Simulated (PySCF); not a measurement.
# A diatomic session: ZnAs

One job finds the state of ZnAs, follows it along the bond with each method and fits the curves.

Computed with PySCF 2.14.0. Level: Zn cc-pVDZ-PP with ECP10, As cc-pVDZ-PP with ECP10, scalar-relativistic core potentials.

1 further run of the same task is left out (it didn't finish).

## (1) The job

The job is set up so:

```
atoms                         : Zn, As
charge                        : 0
basis                         : Zn cc-pVDZ-PP with ECP10, As cc-pVDZ-PP with ECP10
Hamiltonian                   : scalar-relativistic core potentials
basis functions               : 61
electrons treated             : 43
masses in u                   : 63.9291, 74.9216
levels                        : PBE0, PBE, r²SCAN, B2PLYP, B97-3, M06-2X, HF, MP2, SCS-MP2
grid                          : 80 radial by 434 angular points
occupations                   : held fixed by the projection of orbital angular momentum
dissociation limit            : Zn + As, each in its ground configuration
starting distance in angstrom : 2.365
values of 2S to try           : 1, 3
```

On the command line:

```bash
> OMP_NUM_THREADS=1 python dia.py task.json out
```

Further steps of the session: The PBE0 curve of the state that the search chose; Higher solutions at PBE0; PBE (GGA); r²SCAN; B2PLYP; B97-3; M06-2X (hybrid meta-GGA); ROHF (mean field).

Before running it: what results should come out? Wanted: for each run, Re; ωe; De; μ.

As calculated:

Lowest PBE0 solution found, without spin–orbit coupling: ⁴Σ⁻ (quartet), unpaired electrons σ ↑, π ↑↑. State 2 has its PBE0 minimum 0.32 eV higher, as a spin-mixed determinant (⟨S²⟩ = 1.76), so this is no gap between pure states. State 3 has its PBE0 minimum 0.49 eV higher. State 4 has its PBE0 minimum 0.52 eV higher, as a spin-mixed determinant (⟨S²⟩ = 1.76), so this is no gap between pure states. The other levels ran on the lowest alone.

| level | Re (Å) | ωe (cm⁻¹) | De (eV) | μ (D) |
| --- | --- | --- | --- | --- |
| PBE | 2.576 | 148.8 | 0.427 | -0.09 |
| r²SCAN | 2.490 | 177.6 | 0.53 | -0.32 |
| PBE0 | 2.557 | 153.7 | 0.366 | -0.34 |
| B97-3 | 2.645 | 127.9 | 0.264 | -0.35 |
| M06-2X | 2.634 | 137.8 | 0.310 | -0.40 |
| B2PLYP | 2.606 | 129.4 | 0.172 | -0.40 |

De is counted to Zn + As in their ground configurations. A positive dipole means Zn(−)As(+). No constants: ROHF (no minimum is bracketed among the points kept); ROHF-MP2 (the points don't follow one smooth fit); ROHF-SCS-MP2 (no minimum is bracketed among the points kept).

**Reading.** Bond lengths run from 2.490 Å (r²SCAN) to 2.645 Å (B97-3). Of the levels with a De here, B2PLYP gives the least (0.172 eV) and r²SCAN the most (0.53 eV).

Correlated steps freeze 4 core orbitals. B2PLYP dipoles, levels and charges come from its SCF part alone.
